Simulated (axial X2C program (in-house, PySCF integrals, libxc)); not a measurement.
# MnK⁺: EOM-IP-CCSD levels

Wanted for MnK⁺: EOM-IP-CCSD levels, at the two-component level.

The runs use an in-house X2C program for linear molecules on PySCF integrals; two-component X2C with atomic mean-field terms, Mn dyall-cv3z, K dyall-cv3z.

All values are calculated.

## 1. Set-up

The input, task.json:

```json
{
 "zs": [
  25,
  19
 ],
 "q": 1,
 "bas": [
  "dyall-cv3z",
  "dyall-cv3z"
 ],
 "r0": 3.15,
 "eom": "ip",
 "rq": 0,
 "thr": -2.0,
 "nmax": 95,
 "grid": [
  1,
  0.96,
  1.045,
  0.92,
  1.09,
  1.15
 ]
}
```

Keys: zs atomic numbers; q charge; bas basis sets; r0 starting distance in Å; eom kind of EOM run; thr threshold in hartree for freezing inner shells (an s shell follows its p shell); nmax most natural virtual spinors; grid distances as factors.

Launch:

```
$ python soeom.py task.json out
```

After this run come: EOM-IP-CCSD at 3.825 Å.

**Question.** What will these runs give? Wanted: next root led by one particle; T1 of the reference.

**Answer**, as computed:

| quantity | value |
| --- | --- |
| lowest root at 3.825 Å | Ω = 1/2, 4.746 eV |
| next root led by one particle | Ω = 5/2, about 5950 cm⁻¹ higher |
| T1 of the reference | 0.026 |

Removing an electron from the reference determinant of MnK costs 4.75 eV and empties a spinor of 50% Mn sσ, 36% K sσ, 11% K pσ. The closed-shell reference lies 4.35 eV above the lowest determinant found, so these energies count from an excited configuration. Errors of 0.1 to 0.3 eV are usual at this size, and roots led by higher excitations are left out, so the list is incomplete, and low states of that kind can be missing. T1 or the largest double amplitude of the reference is raised, which lowers the reliability.
